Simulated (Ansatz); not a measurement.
# SbC: a trial structure relaxed, part 2 of 2

The task: take a trial cell of SbC to zero force and stress.

Ansatz 0.2.0; DFT PBE, scalar-relativistic, plane waves, PAW. The steps go on from the part before.

**4. Coarse relaxation, continued**

The end of the coarse run is made exact in the group found at a tolerance of 0.06 Å and reduced to its primitive cell.

File input.yaml:

```yaml
crystal:
  lattice:
    - [3.0914890004, 0.0, 0.0]
    - [0.0, 3.0914890004, 0.0]
    - [0.0, 0.0, 3.2522286219]
  atoms:
    - { symbol: Sb, position: [0.5, 0.5, 0.5] }
    - { symbol: C, position: [0.0, 0.0, 0.0] }
basis:
  ecutwfc: 420
kpoints:
  mp_grid: { grid: [6, 6, 6] }
hamiltonian:
  xc: pbe
scf:
  occupations: { method: gaussian, width: 0.1 }
  lower_state_search: "off"
output:
  forces: true
  stress: true
  eigenvalues: true
relax:
  adjacent_minimum: "off"
  f_tol: 0.04
  max_steps: 70
  cell: { stress_tol: 0.4 }
```

Started as:

```console
> ansatz run input.yaml --threads 1 --pin off --max-ram 2048MiB --backend cpu --events-out ev --progress --plain --runs-dir out
```

Standard output, cut to the lines that bear on the results:

```text
[...]
relax step   4: F+E_penalty+E_count = -6731.00872638 eV  Δ(F+E_penalty+E_count) = +4.463e-4 eV  max|allowed force component| = 3.826e-29 eV/Å  Δτ_max = 0.0000 Å  P = -0.141 GPa  Ω = 30.364 Å³  stress off target by 3.31e-1 GPa  SCF on the basis re-selected at this cell (its energy is not [...]
SCF converged after 7 iterations
Free energy (F): -6731.008726 eV
[...]
E sigma→0 (E₀):  -6731.005821 eV
Entropy (-TS):   -0.005811 eV (-2.906 meV/atom)
Fermi energy:    12.914621 eV
[...]
--- Forces (eV/Å), atoms counted from 1 ---
  atom   1  Sb     0.00000000     0.00000000     0.00000000
  atom   2  C     -0.00000000    -0.00000000     0.00000000
[...]
--- Stress (GPa, compression-positive) ---
       -0.045860       0.000000       0.000000
        0.000000      -0.045860       0.000000
        0.000000       0.000000      -0.330773
  P = ⅓ Tr σ = -0.1408 GPa (-1.408 kbar)
--- Band table (eV; the first three rows and the last of 40) ---
  k-point 0: bands = ["-16.6693", "-16.6574", "-16.4722", "-16.4722", "-16.4711", "-2.0622", "8.8671", "11.3263", "11.3263", "11.5053", "18.5771", "18.7008", "20.5523", "20.5523"]
[...]
--- Relaxed structure (3 steps of the walk, 3 accepted, 1 SCFs on fresh bases) ---
  F+E_penalty+E_count = -6731.00872638 eV   max|allowed force component| = 3.826e-29 eV/Å   (the final SCF, on the basis selected at the relaxed cell)
  cell:  # Å, volume = 30.3642 Å³
    - [3.1292752182242305, -1.8936630203360286e-34, 0.0]
    - [-1.8936630203360286e-34, 3.1292752182242305, 0.0]
    - [0.0, 0.0, 3.100802992289378]
  atoms:
    - { symbol: Sb, position: [0.49999999999999994, 0.49999999999999994, 0.49999999999999994] }
    - { symbol: C, position: [5.8404196897657296e-36, 2.433508204069054e-37, 0.0] }
```

It took 5.1 s on 1 thread of Arm Neoverse V2, shared host; peak memory 0.29 GiB.

**5. Full relaxation**

The end of the coarse run is made exact in the group found at a tolerance of 0.06 Å and reduced to its primitive cell.

File input.yaml:

```yaml
crystal:
  lattice:
    - [3.1197844762, 0.0, 0.0]
    - [0.0, 3.1197844762, 0.0]
    - [0.0, 0.0, 3.1197844762]
  atoms:
    - { symbol: Sb, position: [0.5, 0.5, 0.5] }
    - { symbol: C, position: [0.0, 0.0, 0.0] }
basis:
  ecutwfc: 420
kpoints:
  mp_grid: { grid: [18, 18, 18] }
hamiltonian:
  xc: pbe
scf:
  occupations: { method: gaussian, width: 0.1 }
output:
  forces: true
  stress: true
  eigenvalues: true
relax:
  adjacent_minimum: "off"
  f_tol: 0.01
  max_steps: 80
  cell: { stress_tol: 0.05 }
```

Started as:

```console
> ansatz run input.yaml --threads 1 --pin off --max-ram 2048MiB --backend cpu --events-out ev --progress --plain --runs-dir out
```

Standard output, cut to the lines that bear on the results:

```text
Warning: RAYON_NUM_THREADS=1 ignored (pool sized by the plan → 1); use --threads N
[...]
[... 4 set-up lines as earlier in the session ...]
[...]
Crystal: 2 atoms, lattice volume = 30.365 Å³
Basis set: ecut = 420 eV, 619 PW (Γ), exchange–correlation on 48×48×48 points (8 copies of the dense FFT grid, shifted against one another)
Bands: 14, of which v1, the nominal top of the filled ones, is band 10 counted from 1 (9 counted from 0)
Symmetry: 48 space group operations
Space group: Pm-3m (ITA 221), of the structure as read, at distance tolerance 3.1e-5 Å
k-points: 220 of 5832
[...]
SCF iter   1: F=—  HF=-6730.981294 eV  |F-HF|=—  |Δ(HF+E_count)|=         —  Δρ=7.49e-3  dr2=3.25e-2  ethr=1.77e-3  ⟨swp⟩=5.1  Hψ=16757  notcnv=0
[...]
  atom   2  C      0.00000000    -0.00000000    -0.00000000
[...]
--- Stress (GPa, compression-positive) ---
       -0.011381       0.000000       0.000000
        0.000000      -0.011381       0.000000
        0.000000       0.000000      -0.011381
  P = ⅓ Tr σ = -0.0114 GPa (-0.114 kbar)
--- Band table (eV; the first three rows and the last of 220) ---
  k-point 0: bands = ["-16.5861", "-16.5861", "-16.3924", "-16.3924", "-16.3924", "-2.0279", "8.9755", "11.4513", "11.4513", "11.4513", "18.7212", "18.7212", "20.7077", "20.7077"]
[...]
--- Relaxed structure (3 steps of the walk, 2 accepted, 1 SCFs on fresh bases) ---
  F+E_penalty+E_count = -6730.97374783 eV   max|allowed force component| = 5.423e-30 eV/Å   (the final SCF, on the basis selected at the relaxed cell)
  cell:  # Å, volume = 30.2163 Å³
    - [3.1146840548562507, 0.0, 6.419766481290786e-35]
    - [0.0, 3.1146840548562507, 0.0]
    - [6.419766481290786e-35, 0.0, 3.1146840548562507]
  atoms:
    - { symbol: Sb, position: [0.5, 0.5, 0.5] }
    - { symbol: C, position: [5.848504566076214e-49, -1.7545513698228643e-48, -1.7545513698228643e-48] }
```

Wall time 23 s (1 thread of Arm Neoverse V2, shared host); peak memory 0.38 GiB.

The steps of the relaxation:

| step | energy from step 1 (eV/cell) | largest force component (eV/Å) | pressure (GPa) | volume (Å³) |
| --- | --- | --- | --- | --- |
| 1 | 0.0000 | 0.0000 | -0.50 | 30.37 |
| 2 | -0.0003 | 0.0000 | 0.62 | 30.03 |
| 3 | -0.0004 | 0.0000 | -0.01 | 30.22 |
| 4 | -0.0002 | 0.0000 | -0.01 | 30.22 |

Step 1 is the start. Step 4 repeats the geometry before it on a plane-wave basis chosen anew for that cell, so its energy need not be comparable with the rows above. Step 2 was tried and not accepted.

|  | before | after | change |
| --- | --- | --- | --- |
| a (Å) | 3.120 | 3.115 | -0.2 % |
| b (Å) | 3.120 | 3.115 | -0.2 % |
| c (Å) | 3.120 | 3.115 | -0.2 % |
| volume (Å³/atom) | 15.18 | 15.11 | -0.5 % |
| shortest distance (Å) | 2.702 | 2.697 | -0.2 % |
| space group (0.01 Å) | Pm-3m | Pm-3m | same |

The run keeps the 48 symmetry operations of the start, so it could not have lowered the symmetry.

**6. Outcome**

The summary covers parts 1 to 2. Changes of volume or cell count from the first structure of part 1.

| quantity | value |
| --- | --- |
| symmetry at the end (tolerance 0.05 Å) | space group Pm-3m (No. 221) |
| conventional cell | a = 3.115 Å, b = 3.115 Å, c = 3.115 Å, α = 90.00°, β = 90.00°, γ = 90.00° |
| volume | 15.11 Å³/atom |
| energy over the elements | +2.23 eV/atom |
| gap on the mesh | none (metal) |

The symmetry goes from space group P4/mmm (No. 123) to space group Pm-3m (No. 221), and the volume per atom shrinks by 26.5 % from the first guess. With a positive formation energy it can't be a ground state. No finished test with a distortion of lower symmetry is shown, so the end may be a saddle point. Spin-orbit coupling is left out for Sb.
